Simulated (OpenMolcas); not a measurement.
# [SiF5]− (SMILES F[Si-](F)(F)(F)F) at 6 levels

Aim: a comparison of 6 runs (HF/STO-3G, B2PLYP/6-31G*, B3LYP/6-31G*, BHLYP/6-31G*, MP2/6-31G*) of [SiF5]−. 

Program for the calculation: OpenMolcas 26.06.

## Step 1: Starting point

[SiF5]− has 6 atoms, charge -1, and is taken as a singlet. SMILES: `F[Si-](F)(F)(F)F`. The coordinates come from a PBE0-D4/def2-TZVPD relaxation.

Bond lengths: F1–Si2 1.669 Å, Si2–F3 1.628 Å, Si2–F4 1.628 Å, Si2–F5 1.669 Å, Si2–F6 1.627 Å. Angles: F1–Si2–F3 90.0°, F1–Si2–F4 90.0°, F1–Si2–F5 180.0°, F1–Si2–F6 90.0°, F3–Si2–F4 120.0°, F3–Si2–F5 90.0°, F3–Si2–F6 120.0°, F4–Si2–F5 90.0°, F4–Si2–F6 120.0°, F5–Si2–F6 90.0°.

## Step 2: Energy and forces at HF/STO-3G (run 1)

mol.inp reads:

```
&GATEWAY
  BASLIB=$CurrDir
  COORD
  6
  angstrom
  F       -0.716900      -1.106000       1.023500
  Si       0.000000       0.000000       0.000000
  F       -1.466700       0.583500      -0.396400
  F        0.651500      -1.218400      -0.860200
  F        0.716500       1.105800      -1.024000
  F        0.815500       0.635100       1.257000
  BASIS=STO-3G
  GROUP=NoSym

&SEWARD

&SCF
  CHARGE=-1
  THRESHOLDS=1e-10 1e-07 1e-07 1e-05
  PRORBITALS=1

&ALASKA
```

The basis set STO-3G is read from a file made from the Basis Set Exchange's data (not shown).

Launch:

```
$ export MOLCAS_MEM=1860
$ pymolcas mol.inp > mol.log
```

Output:

```text
--- Start Module: gateway ---
[...]
--- Stop Module: gateway /rc=_RC_ALL_IS_WELL_ ---
[...]
      Basis functions           34
[...]
--- Start Module: scf ---
[...]
       Convergence after  11 Iterations
[...]
::    Total SCF energy                               -775.7535392971
[...]
      Total spin, S                                     0.0000000000
[...]
      Total electronic charge=   60.000000
      Total            charge=   -1.000000
[...]
      Dipole Moment (debye):
      Origin of the operator (angstrom)=   -0.0000    0.0000   -0.0000
                   X=  3.9413E-04               Y=  1.1505E-04               Z=  4.7603E-04           Total=  6.2863E-04
      Center of Charge (angstrom)
[...]
--- Stop Module: scf /rc=_RC_ALL_IS_WELL_ ---
--- Start Module: alaska ---
[...]
 *              Molecular gradients               *
 **************************************************
  Irreducible representation: a
 ------------------------------------------------------------------------------------------
                              X                       Y                       Z
 ------------------------------------------------------------------------------------------
  F1               -4.83164936542124E-03   -7.42219301292479E-03    6.85865043558032E-03
  SI2               4.36319378715640E-05    3.92040675919539E-05    7.75554124058178E-05
  F3                1.05162359682964E-03   -4.21019030961034E-04    2.92159849153428E-04
  F4               -4.51767046039109E-04    8.65456479765214E-04    5.99763310214385E-04
  F5                4.79937739126157E-03    7.41297660900742E-03   -6.89152521863434E-03
  F6               -6.11216514448287E-04   -4.74425112395593E-04   -9.36603788780133E-04
 ------------------------------------------------------------------------------------------
--- Stop Module: alaska /rc=_RC_ALL_IS_WELL_ ---
[...]
```

Wall time 1.3 s (1 thread of Intel Xeon 6975P-C (Granite Rapids), shared host); peak memory 0.37 GiB.

## Step 3: The energy at B2PLYP/6-31G(d) (spherical functions) (run 2)

mol.inp reads:

```
* F5Si Kohn-Sham DFT

&GATEWAY
 BasLib=$CurrDir
 Coord
 6
 angstrom
 F       -0.716900      -1.106000       1.023500
 Si       0.000000       0.000000       0.000000
 F       -1.466700       0.583500      -0.396400
 F        0.651500      -1.218400      -0.860200
 F        0.716500       1.105800      -1.024000
 F        0.815500       0.635100       1.257000
 Basis=6-31Gs
 Group=NoSym

&SEWARD
 GridInput
 Grid=UltraFine
 End of Grid

&SCF
 Charge=-1
 KSDFT=B2PLYP_SCF
 Thresholds=1e-10 1e-07 1e-07 1e-05
 PrOrbitals=1 1

&MBPT2
 Frozen=10
```

The basis set 6-31G* is read from a file made from the Basis Set Exchange's data (not shown).

Launch:

```
$ export MOLCAS_MEM=1860
$ pymolcas mol.inp > mol.log
```

Output:

```text
--- Start Module: gateway ---
[...]
--- Stop Module: gateway /rc=_RC_ALL_IS_WELL_ ---
[...]
      Basis functions           88
[...]
--- Start Module: scf ---
[...]
       Convergence after  13 Iterations
[...]
::    Total KS-DFT energy                            -788.2289341920
[...]
      Total spin, S                                     0.0000000000
[...]
      Total electronic charge=   60.000000
      Total            charge=   -1.000000
[...]
      Dipole Moment (debye):
      Origin of the operator (angstrom)=   -0.0000    0.0000   -0.0000
                   X=  3.6751E-04               Y=  1.6917E-04               Z=  5.1171E-04           Total=  6.5233E-04
      Center of Charge (angstrom)
[...]
--- Stop Module: scf /rc=_RC_ALL_IS_WELL_ ---
[...]
--- Start Module: mbpt2 ---
[...]
 ###    WARNING: MP2 implementation intended for RHF references only         ###
 ###############################################################################
MBPT2 WARNING: Reference function according to RunFile:KS-DFT
I'll assume you know what you're doing and continue
WARNING!
Default frozen orbitals as non valence orbitals is overwritten by user input.
Default values:   7
[...]
       Reference weight ( Cref**2 )         =        0.75735
::    Total MBPT2 energy                             -789.3635140071
[...]
      Total MBPT2 calculations                           0.25      0.28
--- Stop Module: mbpt2 /rc=_RC_ALL_IS_WELL_ ---
[...]
```

Wall time 13 s (1 thread of Intel Xeon 6975P-C (Granite Rapids), shared host); peak memory 0.48 GiB.

Runs 3 to 4 aren't shown in full; the table further down has their settings and results.

## Step 4: Energy and gradient at B3LYP/6-31G(d) (Cartesian functions) (run 5)

mol.input reads:

```
* F5Si Kohn-Sham DFT

&GATEWAY
 BasLib=$CurrDir
 Coord
 6
 angstrom
 F       -0.716900      -1.106000       1.023500
 Si       0.000000       0.000000       0.000000
 F       -1.466700       0.583500      -0.396400
 F        0.651500      -1.218400      -0.860200
 F        0.716500       1.105800      -1.024000
 F        0.815500       0.635100       1.257000
 Basis=6-31Gs
 Group=NoSym

&SEWARD
 GridInput
 Grid=UltraFine
 End of Grid

&SCF
 Charge=-1
 KSDFT=B3LYP
 Thresholds=1e-10 1e-07 1e-07 1e-05
 PrOrbitals=1 1

&ALASKA
```

The basis set 6-31G* is read from a file made from the Basis Set Exchange's data (not shown).

Launch:

```
$ export MOLCAS_MEM=1860
$ pymolcas mol.input > mol.log
```

Output:

```text
--- Start Module: gateway ---
[...]
--- Stop Module: gateway /rc=_RC_ALL_IS_WELL_ ---
[...]
      Basis functions           94
[...]
--- Start Module: scf ---
[...]
       Convergence after  14 Iterations
[...]
::    Total KS-DFT energy                            -789.0467442151
[...]
      Total spin, S                                     0.0000000000
[...]
      Total electronic charge=   60.000000
      Total            charge=   -1.000000
[...]
      Dipole Moment (debye):
      Origin of the operator (angstrom)=   -0.0000    0.0000   -0.0000
                   X=  3.5698E-04               Y=  1.7293E-04               Z=  5.0333E-04           Total=  6.4084E-04
      Center of Charge (angstrom)
[...]
--- Stop Module: scf /rc=_RC_ALL_IS_WELL_ ---
[...]
--- Start Module: alaska ---
[...]
 *              Molecular gradients               *
 **************************************************
  Irreducible representation: a
 ------------------------------------------------------------------------------------------
                              X                       Y                       Z
 ------------------------------------------------------------------------------------------
  F1                1.85145766089434E-03    2.88372621701427E-03   -2.67247640412904E-03
  SI2               2.40321999091098E-05    2.47643545069794E-05    4.72685113392462E-05
  F3                8.61083146638464E-03   -3.42445612574593E-03    2.33846959902184E-03
  F4               -3.80581449988604E-03    7.14588784022396E-03    5.03842199771576E-03
  F5               -1.87295637878826E-03   -2.88691468601954E-03    2.65389293164375E-03
  F6               -4.80755044831227E-03   -3.74300760002377E-03   -7.40557663560892E-03
 ------------------------------------------------------------------------------------------
--- Stop Module: alaska /rc=_RC_ALL_IS_WELL_ ---
[...]
```

Run time: 20 s. Hardware: 1 thread of Intel Xeon 6975P-C (Granite Rapids), shared host; peak memory 0.52 GiB.

## Step 5: The energy at MP2/6-31G(d) (spherical functions) (run 6)

struct.xyz reads:

```xyz
6

F     -0.716900    -1.106000     1.023500
Si     0.000000     0.000000     0.000000
F     -1.466700     0.583500    -0.396400
F      0.651500    -1.218400    -0.860200
F      0.716500     1.105800    -1.024000
F      0.815500     0.635100     1.257000
```

test.input reads:

```
* F5Si MP2
>>> EXPORT MOLCAS_PRINT=2

&gateway
 baslib = $CurrDir
 coord = struct.xyz
 basis = 6-31Gs
 group = NoSym

&seward

&scf
 charge = -1
 thresholds = 1e-10 1e-07 1e-07 1e-05
 prorbitals = 0

&mbpt2
 frozen = 10
```

The basis set 6-31G* is read from a file made from the Basis Set Exchange's data (not shown).

Launch:

```
$ export MOLCAS_MEM=1860
$ pymolcas test.input > test.log
```

Output:

```text
--- Start Module: gateway ---
[...]
--- Stop Module: gateway /rc=_RC_ALL_IS_WELL_ ---
[...]
      Basis functions           88
[...]
--- Start Module: scf ---
[...]
       Convergence after  15 Iterations
[...]
::    Total SCF energy                               -786.4586581617
[...]
      Total spin, S                                     0.0000000000
[...]
      Total electronic charge=   60.000000
      Total            charge=   -1.000000
[...]
      Dipole Moment (debye):
      Origin of the operator (angstrom)=   -0.0000    0.0000   -0.0000
                   X=  3.7318E-04               Y=  1.6117E-04               Z=  5.1227E-04           Total=  6.5395E-04
      Center of Charge (angstrom)
[...]
--- Stop Module: scf /rc=_RC_ALL_IS_WELL_ ---
[...]
--- Start Module: mbpt2 ---
[...]
WARNING!
Default frozen orbitals as non valence orbitals is overwritten by user input.
Default values:   7
[...]
       Reference weight ( Cref**2 )         =        0.82154
::    Total MBPT2 energy                             -787.4060951115
[...]
      Total MBPT2 calculations                           0.25      0.28
--- Stop Module: mbpt2 /rc=_RC_ALL_IS_WELL_ ---
[...]
```

It took 5.4 s on 1 thread of Intel Xeon 6975P-C (Granite Rapids), shared host; peak memory 0.48 GiB.

## Step 6: Overview of the runs

| run | level | task | frozen core orbitals | energy (Eh) | HOMO energy (eV) | LUMO energy (eV) | HOMO–LUMO gap (eV) | wall time |
| --- | --- | --- | --- | --- | --- | --- | --- | --- |
| 1 | HF/STO-3G | gradient | – | -775.753539 | -2.18 | 20.92 | 23.10 | 1.3 s |
| 2 | B2PLYP/6-31G* (spherical functions) | energy | 10 | -788.535271 | -6.34 | 9.17 | 15.51 | 13 s |
| 3 | B3LYP/6-31G* (spherical functions) | gradient | – | -789.037338 | -3.69 | 7.59 | 11.28 | 17 s |
| 4 | BHLYP/6-31G* (spherical functions) | gradient | – | -788.864389 | -6.34 | 8.79 | 15.12 | 17 s |
| 5 | B3LYP/6-31G* (Cartesian functions) | gradient | – | -789.046744 | -3.71 | 7.47 | 11.18 | 20 s |
| 6 | MP2/6-31G* (spherical functions) | energy | 10 | -787.406095 | -10.11 | 11.57 | 21.67 | 5.4 s |

## Step 7: What came out

| quantity | value |
| --- | --- |
| run 6: total energy | -787.40610 Eh |
| run 6: HOMO energy (Hartree–Fock orbitals) | -10.11 eV |
| run 6: LUMO energy (Hartree–Fock orbitals) | 11.57 eV |
| run 6: HOMO–LUMO gap (to an unbound level, set by the basis) | 21.67 eV |
| run 6: correlation energy (10 core orbitals frozen) | -947.4 mEh |

In words: Over runs 1, 2, 3, 4, 5 the HOMO–LUMO gap runs from 11.18 eV (B3LYP/6-31G*) to 23.10 eV (HF/STO-3G). The two ends differ in method and basis. The empty levels of an anion lie above zero and hang on the basis. For B2PLYP the log adds the whole second-order term; the table takes 0.27 of it, as the functional is defined. Totals of different functionals can't be ranked against each other. In run 1 the basis is minimal, so the values are rough. All runs together took 73 s, the longest 20 s.
